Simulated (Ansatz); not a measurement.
Run this with Ansatz 0.2.0, Python API and show what comes out.

`os.cif`
```cif
data_Os
_cell_length_a 2.750645
_cell_length_b 2.750645
_cell_length_c 2.750645
_cell_angle_alpha 60.00000
_cell_angle_beta 60.00000
_cell_angle_gamma 60.00000
_symmetry_space_group_name_H-M 'P 1'
_symmetry_Int_Tables_number 1
loop_
_symmetry_equiv_pos_as_xyz
'x, y, z'
loop_
_atom_site_label
_atom_site_type_symbol
_atom_site_fract_x
_atom_site_fract_y
_atom_site_fract_z
Os1 Os    0.000000    0.000000    0.000000
```

`slab.py`
```python
import ansatz as az
from ase.build import surface
from ase.io import read
import numpy as np

XC = "pbesol"
TOLERANCE = 1e-07
MAX_SCF = 150
FILLING = "Gaussian"

atoms = read("os.cif")
slab = surface(atoms, (1, 1, 1), 5, vacuum=7.0)
slab.pbc = True

print(slab.get_chemical_formula(), "area {:.3f} A^2, cell height {:.2f} A".format(np.linalg.norm(np.cross(slab.cell[0], slab.cell[1])), slab.cell[2, 2]))


def settings(structure):
    return (
        az.Crystal.from_ase(structure).calculation()
        .mixing("anderson")
        .functional(XC)
        .scf(tolerance=TOLERANCE, max_iterations=MAX_SCF, lower_state_search="standard")
        .occupations(FILLING)
        .basis(16 * az.Ha)
    )


job = settings(slab)
job = job.kpoints(7, 7, 1)
job = job.electric_field(axis=3, dipole_correction=True).potential()
job = job.forces()
outcome = job.run(threads=1, pin="off")
report = outcome.report

print(f"slab free energy {report['free_energy_ev']:.4f} eV, Fermi level {report['fermi_energy_ev']:.3f} eV")
face = report["work_function"]
print("work function (eV), upper and lower face:", *(round(face[k], 3) for k in ("phi_plus_ev", "phi_minus_ev") if face.get(k) is not None))
print(f"dipole {face['dipole_moment_e_ang']:+.4f} e A")

v = outcome.potential()
profile = (v.v_es_ev + (0 if v.v_field_ev is None else v.v_field_ev)).mean(axis=(0, 1))
height = outcome.lattice.cell_ang[2][2]
print("z (A)   planar potential less the Fermi level (eV)")
for i in range(0, len(profile), max(len(profile) // 24, 1)):
    print(f"{i * height / len(profile):6.2f} {profile[i] - report['fermi_energy_ev']:9.3f}")
```

`python slab.py` gives:
```text
Os5 area 6.552 A^2, cell height 22.98 A
RunWarning: The output density's exchange-correlation potential varies sharply where the density is thin. Do not read a vacuum level from v_tot or v_xc, or from such a field of the output density. On a cell that repeats whose density bears no net charge and [...]
slab free energy -56251.5254 eV, Fermi level 9.058 eV
work function (eV), upper and lower face: 5.48 5.478
dipole -0.0001 e A
z (A)   planar potential less the Fermi level (eV)
  0.00     5.479
  0.86     5.479
  1.72     5.479
  2.59     5.478
  3.45     5.473
  4.31     5.418
  5.17     4.846
  6.03    -1.043
  6.90   -20.989
  7.76    -6.631
  8.62   -10.522
  9.48   -19.760
 10.34    -1.643
 11.20   -18.914
 12.07   -11.938
 12.93    -5.589
 13.79   -21.475
 14.65    -3.312
 15.51   -14.631
 16.38   -16.373
 17.24     2.518
 18.10     5.189
 18.96     5.451
 19.82     5.476
 20.69     5.479
 21.55     5.479
 22.41     5.479
```
(Warnings from the package without file and line, shortened.)

Reading the output:
- These settings explore the input space; cutoff and mesh may be short of convergence.
- The mesh is modest for a metal, so energies can be off by several to tens of meV an atom and pressures by half a GPa or more; differences at equal mesh fare better.
- The zero of the levels is a convention of the potentials, so an absolute Fermi energy is no work function.
- Spin-orbit coupling, which matters for elements this heavy, is left out.
- This isn't the structure that Os takes at ambient conditions.
- The slab is thin and cut from the structure as given; a cut can leave two unlike or polar faces, and the surface energy is then their mean. Miller indices refer to the vectors of the cell as typed, and the lattice isn't relaxed for this functional, so relaxation and surface energy can hold strain.
- Run time: 8.3 s on 1 thread of Arm Neoverse V2, with other jobs on the host, peak memory 0.47 GiB.

(Lines on the test bed's own set-up are left out of the output.)
